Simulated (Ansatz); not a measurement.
# SVWN5/6-31G(d) (spherical functions) run of Si2H6O2 (SMILES O[SiH2][SiH2]O)

Aim: the vertical singlet–triplet gap of Si2H6O2 at SVWN5/6-31G* (spherical functions), from 2 runs. 

The calculation is run with Ansatz 0.2.0.

48 further runs of the same task are left out: 48 set aside as unsound or not needed. Runs told in other sessions of the task aren't counted.

**1. Starting point**

The species is Si2H6O2 (10 atoms), meant as a singlet with charge 0. SMILES: `O[SiH2][SiH2]O`. The coordinates come from a PBE0-D4/def2-TZVP relaxation. This is one conformer, not always the lowest.

Bond lengths: O1–Si2 1.656 Å, Si2–Si3 2.357 Å, Si3–O4 1.656 Å, O1–H5 0.958 Å, Si2–H6 1.487 Å, Si2–H7 1.494 Å, Si3–H8 1.493 Å, Si3–H9 1.487 Å, O4–H10 0.958 Å. Some angles: O1–Si2–Si3 112.1°, Si2–Si3–O4 112.1°, O1–Si2–H6 105.4°, O1–Si2–H7 111.3°, Si3–Si2–H6 110.5°, Si3–Si2–H7 109.5°, Si2–O1–H5 117.4°, Si2–Si3–H8 109.5°, Si2–Si3–H9 110.5°, O4–Si3–H8 111.3°.

**2. The energy at SVWN5/6-31G(d) (spherical functions)**

run.yaml

```yaml
crystal:
  periodic: [false, false, false]
  atoms:
    - {symbol: O, position_ang: [-1.023300, 1.887700, 1.029000]}
    - {symbol: Si, position_ang: [0.114300, 0.686000, 0.959700]}
    - {symbol: Si, position_ang: [-0.148600, -0.673600, -0.947700]}
    - {symbol: O, position_ang: [0.987200, -1.877000, -1.014900]}
    - {symbol: H, position_ang: [-1.013300, 2.545500, 0.332800]}
    - {symbol: H, position_ang: [-0.079100, -0.112900, 2.199100]}
    - {symbol: H, position_ang: [1.498300, 1.246700, 0.986300]}
    - {symbol: H, position_ang: [-1.533500, -1.232000, -0.975500]}
    - {symbol: H, position_ang: [0.047500, 0.124300, -2.187300]}
    - {symbol: H, position_ang: [0.975700, -2.534100, -0.318000]}
basis:
  gaussian:
    orbitals: 6-31G_st_-spherical.json
hamiltonian:
  xc: {name: SVWN5}
accuracy: high
output: {orbitals: {seedname: orbitals}}
```

The basis set 6-31G* is read from a file made from the Basis Set Exchange's data (not shown).

Run with:

```sh
$ ansatz run run.yaml --threads 1 --pin off --max-ram 2610MiB --events-out events.jsonl --progress --plain --runs-dir runs
```

What it wrote:

```text
Warning: RAYON_NUM_THREADS=1 ignored (pool sized by the plan → 1); use --threads N
Functional definition: SVWN5
  name "SVWN5"
  exchange = slater_x
  correlation = vwn5_c
1719 factors; integrals over basis functions are off by at most 8.4e-9 eV
mean field evaluation 1: about -19844.1524 eV, gradient 7.3e1 eV
mean field evaluation 2: about -19798.9046 eV, gradient 1.7e2 eV
mean field evaluation 4: about -19853.5591 eV, gradient 5.0e0 eV
mean field evaluation 8: about -19853.6246 eV, gradient 3.6e-2 eV
mean field evaluation 16: about -19853.6246 eV, gradient 4.2e-6 eV
mean field -19853.62457440 eV, -729.6072458390 hartree, gradient 7.9e-8 eV, S^2 0.000000; 0 other end points of the search recorded, 0 dependent functions left out
reference -19853.62457835 eV, -729.6072459842 hartree; 25, 25 occupied and 51, 51 virtual orbitals, 1719 factors
Total energy: -19853.62457835 eV, -729.6072459842 hartree
```

Run time: 4.2 s. Hardware: 1 thread of Arm Neoverse V1, shared host; peak memory 0.19 GiB.

**3. The triplet**

in.yaml

```yaml
crystal:
  periodic: [false, false, false]
  atoms:
    - {symbol: O, position_ang: [-1.023300, 1.887700, 1.029000]}
    - {symbol: Si, position_ang: [0.114300, 0.686000, 0.959700]}
    - {symbol: Si, position_ang: [-0.148600, -0.673600, -0.947700]}
    - {symbol: O, position_ang: [0.987200, -1.877000, -1.014900]}
    - {symbol: H, position_ang: [-1.013300, 2.545500, 0.332800]}
    - {symbol: H, position_ang: [-0.079100, -0.112900, 2.199100]}
    - {symbol: H, position_ang: [1.498300, 1.246700, 0.986300]}
    - {symbol: H, position_ang: [-1.533500, -1.232000, -0.975500]}
    - {symbol: H, position_ang: [0.047500, 0.124300, -2.187300]}
    - {symbol: H, position_ang: [0.975700, -2.534100, -0.318000]}
basis:
  gaussian:
    orbitals: 6-31G_st_-spherical.json
magnetization:
  spin_polarized: true
  initial_magnetization: 2
hamiltonian:
  xc: {name: SVWN5}
accuracy: high
output:
  orbitals: {seedname: orbitals}
```

The basis set 6-31G* is read from a file made from the Basis Set Exchange's data (not shown).

Run with:

```sh
$ ansatz run in.yaml --threads 1 --pin off --max-ram 2610MiB --events-out events.jsonl --progress --plain --runs-dir runs
```

What it wrote:

```text
Warning: RAYON_NUM_THREADS=1 ignored (pool sized by the plan → 1); use --threads N
[... 4 set-up lines as earlier in the session ...]
1719 factors; integrals over basis functions are off by at most 8.4e-9 eV
mean field evaluation 1: about -19839.6340 eV, gradient 5.2e1 eV
mean field evaluation 2: about -19768.5401 eV, gradient 1.4e2 eV
mean field evaluation 4: about -19848.6463 eV, gradient 1.1e1 eV
mean field evaluation 8: about -19849.4416 eV, gradient 4.8e-1 eV
mean field evaluation 16: about -19849.4429 eV, gradient 5.5e-5 eV
mean field evaluation 32: about -19848.9421 eV, gradient 9.0e0 eV
mean field -19849.44293196 eV, -729.4535733138 hartree, gradient 3.4e-8 eV, S^2 2.001055; 2 other end points of the search recorded, 0 dependent functions left out
reference -19849.44293594 eV, -729.4535734601 hartree; 26, 24 occupied and 50, 52 virtual orbitals, 1719 factors
Total energy: -19849.44293594 eV, -729.4535734601 hartree
```

Run time: 6.9 s. Hardware: 1 thread of Arm Neoverse V1, shared host; peak memory 0.23 GiB.

**4. Results**

Level: SVWN5/6-31G* (spherical functions).

| quantity | value |
| --- | --- |
| singlet: total energy | -729.60725 Eh |
| singlet: HOMO energy | -5.98 eV |
| singlet: LUMO energy | -1.65 eV |
| singlet: HOMO–LUMO gap | 4.33 eV |
| triplet: total energy | -729.45357 Eh |
| triplet: HOMO energy (highest over α and β) | -2.28 eV |
| triplet: ⟨S²⟩ | 2.001 |
| vertical energy of the triplet above the singlet | 4.182 eV |

In words: At this shape the triplet lies 4.18 eV (96 kcal/mol) above the singlet.
